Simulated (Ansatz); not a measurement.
**C₃H₉BS: up Jacob's ladder to CCSD(T)**

Aim: compute C₃H₉BS with functionals from several rungs and with coupled cluster. The yardstick is the atomisation energy at the CCSD(T) limit.

Method: functionals in def2-TZVPP, the program's frozen cores in correlated methods; program: Ansatz 0.2.0, Gaussian basis.

Plan: PBE-D4, r2SCAN-D4, PBE0-D4, B3LYP-D4, ωB97X-V, ωB97M-V, B2PLYP; CCSD(T)/def2-TZVPP; MP2/def2-QZVPP; extrapolation to the limit.

## (1) The geometry

An earlier PBE0-D4 in a triple-zeta def2 set relaxation fixed the geometry.

SMILES `CBCSC`, 14 atoms, charge 0, spin multiplicity 1.

Atoms are counted from 1 here; the program's logs count them from 0.

Bond lengths: C1–B2 1.551 Å, C1–H6 1.091 Å, C1–H7 1.093 Å, C1–H8 1.103 Å, B2–C3 1.564 Å, B2–H9 1.203 Å, C3–S4 1.796 Å, C3–H10 1.099 Å, C3–H11 1.101 Å, S4–C5 1.796 Å, C5–H12 1.091 Å, C5–H13 1.092 Å, C5–H14 1.092 Å. Angles: B2–C1–H6 114.4°, B2–C1–H7 114.4°, B2–C1–H8 104.9°, H6–C1–H7 110.3°, H6–C1–H8 106.2°, H7–C1–H8 105.7°, C1–B2–C3 124.6°, C1–B2–H9 120.1°, C3–B2–H9 115.2°, B2–C3–S4 115.7°, B2–C3–H10 108.5°, B2–C3–H11 106.4°, S4–C3–H10 110.5°, S4–C3–H11 110.2°, H10–C3–H11 105.0°, C3–S4–C5 100.2°, S4–C5–H12 107.3°, S4–C5–H13 111.2° and more.

## (2) PBE-D4 (GGA)

File in.yaml:

```yaml
crystal:
  periodic: [false, false, false]
  atoms:
    - {symbol: C, position_ang: [-1.896142, 0.854593, 1.215021]}
    - {symbol: B, position_ang: [-0.735445, 1.395520, 0.339176]}
    - {symbol: C, position_ang: [0.375624, 0.507502, -0.311070]}
    - {symbol: S, position_ang: [0.223728, -1.260013, -0.031190]}
    - {symbol: C, position_ang: [1.683856, -1.846215, -0.897035]}
    - {symbol: H, position_ang: [-2.330984, 1.590527, 1.892852]}
    - {symbol: H, position_ang: [-1.663045, -0.066326, 1.754870]}
    - {symbol: H, position_ang: [-2.691422, 0.587125, 0.499464]}
    - {symbol: H, position_ang: [-0.668462, 2.569247, 0.084750]}
    - {symbol: H, position_ang: [0.409302, 0.724167, -1.387499]}
    - {symbol: H, position_ang: [1.336518, 0.873605, 0.082869]}
    - {symbol: H, position_ang: [1.704203, -2.932393, -0.800520]}
    - {symbol: H, position_ang: [2.595058, -1.437538, -0.455371]}
    - {symbol: H, position_ang: [1.644109, -1.589201, -1.957517]}
basis:
  gaussian: {orbitals: def2-TZVPP}
hamiltonian: {xc: pbe, dispersion: d4}
output: {forces: true, orbitals: {seedname: orbitals}}
```

Started as:

```
ansatz run in.yaml --threads 4 --pin off --events-out ev --progress --plain --max-ram 10444MiB
```

After this run come: r2SCAN-D4 (meta-GGA); PBE0-D4 (hybrid); B3LYP-D4 (hybrid); ωB97X-V (range-separated); ωB97M-V (range-separated); B2PLYP (double hybrid); CCSD(T) in def2-TZVPP; MP2 in def2-QZVPP.

Q: Predict the results of all the runs planned. Wanted: atomisation energy, CCSD(T)/CBS; farthest; mean size of error, hybrid; mean size of error, range-separated; gap, smallest and largest; T1 diagnostic; triples share of the correlation energy.

**Answer**, as computed:

| quantity | value |
| --- | --- |
| atomisation energy, CCSD(T)/CBS | 1244.4 kcal/mol |
| functionals within 6.2 kcal/mol (0.5 %) | B3LYP-D4 |
| farthest | PBE-D4 (+24.5 kcal/mol) |
| mean size of error, hybrid | 8.6 kcal/mol |
| mean size of error, range-separated | 7.6 kcal/mol |
| gap, smallest and largest | 3.16 eV (PBE-D4), 10.00 eV (ωB97X-V) |
| T1 diagnostic | 0.0101 |
| triples share of the correlation energy | 3.9 % |

**Reading.** PBE-D4 is off by +24.5 kcal/mol. Double hybrids carry the basis error of their MP2 part in triple zeta, and no dispersion term here, so their miss is partly the set-up's. Misses under about 6.2 kcal/mol are within the doubt on the reference itself, which lacks core-valence correlation, relativity and higher excitations. Hartree-Fock recovers 76 % of the binding; the rest is correlation. The gap grows from 3.2 to 10.0 eV across the functionals, mostly with the share of exact exchange.
